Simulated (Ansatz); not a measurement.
# Pt3Pb: the cost of one run

Method: DFT LDA, scalar-relativistic, in Ansatz 0.2.0.

**1. The structure to begin with**

It takes space group Pm-3m (No. 221, cubic). The conventional cell has a = 4.058 Å, b = 4.058 Å, c = 4.058 Å, α = 90.00°, β = 90.00°, γ = 90.00°. Pt (site symmetry 4/mmm) is surrounded by 8 Pt at 2.87 Å and 4 Pb at 2.87 Å. Around Pb (site symmetry m-3m) lie 12 Pt at 2.87 Å.

As a file:

```cif
data_structure
_symmetry_space_group_name_H-M 'Pm-3m'
_symmetry_Int_Tables_number 221
_cell_length_a 4.0580
_cell_length_b 4.0580
_cell_length_c 4.0580
_cell_angle_alpha 90.000
_cell_angle_beta 90.000
_cell_angle_gamma 90.000
_cell_volume 66.82
loop_
_atom_site_label
_atom_site_type_symbol
_atom_site_symmetry_multiplicity
_atom_site_Wyckoff_symbol
_atom_site_fract_x
_atom_site_fract_y
_atom_site_fract_z
_atom_site_occupancy
Pt1 Pt 3 c 0.00000 0.50000 0.50000 1
Pb1 Pb 1 a 0.00000 0.00000 0.00000 1
```

The file gives the conventional cell by its symmetry; the runs use the cell typed in the input.

Atoms are numbered in the order of the input: Pt1, Pt2, Pt3, Pb4.

**2. After the deformation**

Space group Pm-3m before, P4/mmm after.

**3. All-electron LAPW**

Input file input.yaml:

```yaml
crystal:
  lattice:
    - [4.01742, 0.0, 0.0]
    - [0.0, 4.01742, 0.0]
    - [0.0, 0.0, 4.058]
  atoms:
    - { symbol: Pt, position: [0.0, 0.5, 0.5] }
    - { symbol: Pt, position: [0.5, 0.0, 0.5] }
    - { symbol: Pt, position: [0.5, 0.5, 0.0] }
    - { symbol: Pb, position: [0.0, 0.0, 0.0] }
kpoints:
  mp_grid: { grid: [9, 9, 9] }
  band_path:
    path:
      - [0.0, 0.0, 0.0]
      - [0.0, 0.5, 0.0]
      - [0.5, 0.5, 0.0]
      - [0.0, 0.0, 0.0]
      - [0.0, 0.0, 0.5]
      - [0.0, 0.5, 0.5]
      - [0.5, 0.5, 0.5]
      - [0.0, 0.0, 0.5]
      - [0.0, 0.5, 0.0]
    npoints: 5
scf:
  occupations: { method: fermi_dirac, width: 0.03 }
hamiltonian:
  xc: lda
  pseudopotentials: { kind: all_electron, lapw: { basis_error: 0.001 } }
output:
  forces: true
  stress: true
  eigenvalues: true
```

Command:

```console
$ ansatz run input.yaml --threads 1 --pin off --max-ram 4096MiB --backend cpu --events-out ev --progress --plain --runs-dir out
```

What time and memory should one allow on 1 thread of Arm Neoverse V1, shared host?

About 4.4 min, with a peak of 1.2 GiB.
